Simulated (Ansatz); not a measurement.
# C2H6In (SMILES C[In]C): UCAM-B3LYP/def2-SVPD (core potential)

Aim: the vertical doublet–quartet gap of C2H6In at UCAM-B3LYP/def2-SVPD (core potential), from 2 runs. 

The calculation is run with Ansatz 0.2.0.

33 further runs of the same task are left out: 33 set aside as unsound or not needed.

## 1. Starting point

The species is C2H6In (9 atoms), meant as a doublet with charge 0. As SMILES, `C[In]C`. Geometry: relaxed at PBE0-D4/def2-TZVP.

Bond lengths: C1–In2 2.198 Å, In2–C3 2.198 Å, C1–H4 1.093 Å, C1–H5 1.089 Å, C1–H6 1.093 Å, C3–H7 1.093 Å, C3–H8 1.089 Å, C3–H9 1.093 Å. Some angles: C1–In2–C3 117.7°, In2–C1–H4 108.5°, In2–C1–H5 112.1°, In2–C1–H6 108.5°, In2–C3–H7 108.5°, In2–C3–H8 112.1°, In2–C3–H9 108.5°, H4–C1–H5 109.5°, H4–C1–H6 108.7°, H5–C1–H6 109.5°.

## 2. A single-point energy at UCAM-B3LYP/def2-SVPD (core potential)

The input, input.yaml:

```yaml
crystal:
  periodic: [false, false, false]
  atoms:
    - {symbol: C, position_ang: [0.456290, 1.815870, 0.183390]}
    - {symbol: In, position_ang: [0.277560, 0.050300, -1.113490]}
    - {symbol: C, position_ang: [-0.450470, -1.814830, -0.206650]}
    - {symbol: H, position_ang: [-0.527030, 2.036110, 0.607180]}
    - {symbol: H, position_ang: [0.821920, 2.686500, -0.358540]}
    - {symbol: H, position_ang: [1.143860, 1.578810, 0.999510]}
    - {symbol: H, position_ang: [-1.445190, -1.633350, 0.208840]}
    - {symbol: H, position_ang: [-0.500920, -2.628420, -0.928380]}
    - {symbol: H, position_ang: [0.223960, -2.091000, 0.608130]}
basis:
  gaussian:
    orbitals: def2-SVPD
magnetization:
  spin_polarized: true
  initial_magnetization: 1
hamiltonian:
  xc: {name: CAM-B3LYP}
accuracy: high
output: {orbitals: {seedname: orbitals}}
```

The run is started by

```bash
ansatz run input.yaml --threads 1 --pin off --max-ram 3480MiB --events-out events.jsonl --progress --plain --runs-dir runs
```

Log:

```text
Warning: RAYON_NUM_THREADS=1 ignored (pool sized by the plan → 1); use --threads N
Functional definition: CAM-B3LYP
  name "CAM-B3LYP"
  parameter alpha = 0.19
  parameter beta = 0.46
  parameter omega = 0.33/bohr
  parameter ac = 0.81
  exchange = (1 - alpha - beta)*b88_x + beta*b88_x_sr(omega) + alpha*exact_x + beta*exact_x_lr(omega)
  correlation = (1 - ac)*vwn5_c + ac*lyp_c
2623 factors; integrals over basis functions are off by at most 2.6e-9 eV
653 factors; integrals over basis functions are off by at most 1.8e-9 eV
mean field evaluation 1: about -7332.8061 eV, gradient 4.0e1 eV
mean field evaluation 2: about -7332.1809 eV, gradient 4.0e1 eV
mean field evaluation 4: about -7340.9435 eV, gradient 4.9e-1 eV
mean field evaluation 8: about -7340.9955 eV, gradient 4.9e-2 eV
mean field evaluation 16: about -7340.9955 eV, gradient 9.9e-5 eV
mean field -7340.99554024 eV, -269.7766101985 hartree, gradient 5.8e-8 eV, S^2 0.754482; 0 other end points of the search recorded, 0 dependent functions left out
reference -7340.99556244 eV, -269.7766110142 hartree; 20, 19 occupied and 100, 101 virtual orbitals, 2623 factors
Total energy: -7340.99556244 eV, -269.7766110142 hartree
```

Wall time 25 s (1 thread of Arm Neoverse V1, shared host); peak memory 0.72 GiB.

## 3. The quartet

The input, job.yaml:

```yaml
basis:
  gaussian: {orbitals: def2-SVPD}
crystal:
  periodic: [false, false, false]
  atoms:
    - symbol: C
      position_ang: [0.456290, 1.815870, 0.183390]
    - symbol: In
      position_ang: [0.277560, 0.050300, -1.113490]
    - symbol: C
      position_ang: [-0.450470, -1.814830, -0.206650]
    - symbol: H
      position_ang: [-0.527030, 2.036110, 0.607180]
    - symbol: H
      position_ang: [0.821920, 2.686500, -0.358540]
    - symbol: H
      position_ang: [1.143860, 1.578810, 0.999510]
    - symbol: H
      position_ang: [-1.445190, -1.633350, 0.208840]
    - symbol: H
      position_ang: [-0.500920, -2.628420, -0.928380]
    - symbol: H
      position_ang: [0.223960, -2.091000, 0.608130]
magnetization: {spin_polarized: true, initial_magnetization: 3}
hamiltonian: {xc: {name: CAM-B3LYP}}
accuracy: high
output: {orbitals: {seedname: orbitals}}
```

The run is started by

```bash
ansatz run job.yaml --threads 1 --pin off --max-ram 3480MiB --events-out events.jsonl --progress --plain --runs-dir runs
```

Log:

```text
Warning: RAYON_NUM_THREADS=1 ignored (pool sized by the plan → 1); use --threads N
Functional definition: CAM-B3LYP
  name "CAM-B3LYP"
  parameter alpha = 0.19
  parameter beta = 0.46
  parameter omega = 0.33/bohr
  parameter ac = 0.81
  exchange = (1 - alpha - beta)*b88_x + beta*b88_x_sr(omega) + alpha*exact_x + beta*exact_x_lr(omega)
  correlation = (1 - ac)*vwn5_c + ac*lyp_c
2623 factors; integrals over basis functions are off by at most 2.6e-9 eV
653 factors; integrals over basis functions are off by at most 1.8e-9 eV
mean field evaluation 1: about -7332.9771 eV, gradient 2.8e1 eV
mean field evaluation 2: about -7333.8325 eV, gradient 2.4e1 eV
mean field evaluation 4: about -7336.9403 eV, gradient 3.4e-1 eV
mean field evaluation 8: about -7336.9990 eV, gradient 2.9e-2 eV
mean field evaluation 16: about -7336.9990 eV, gradient 4.8e-5 eV
mean field -7336.99897657 eV, -269.6297391923 hartree, gradient 6.2e-8 eV, S^2 3.764851; 0 other end points of the search recorded, 0 dependent functions left out
reference -7336.99899770 eV, -269.6297399690 hartree; 21, 18 occupied and 99, 102 virtual orbitals, 2623 factors
Total energy: -7336.99899770 eV, -269.6297399690 hartree
```

Wall time 25 s (1 thread of Arm Neoverse V1, shared host); peak memory 0.72 GiB.

## 4. What came out

Level: UCAM-B3LYP/def2-SVPD (core potential).

| quantity | value |
| --- | --- |
| doublet: total energy | -269.77661 Eh |
| doublet: HOMO energy (highest over α and β) | -6.05 eV |
| doublet: LUMO energy (lowest over α and β) | -1.45 eV |
| doublet: ⟨S²⟩ | 0.754 |
| quartet: total energy | -269.62974 Eh |
| quartet: HOMO energy (highest over α and β) | -4.01 eV |
| quartet: ⟨S²⟩ | 3.765 |
| vertical energy of the quartet above the doublet | 3.997 eV |

What this shows: At this shape the quartet lies 4.00 eV (386 kJ/mol) above the doublet.
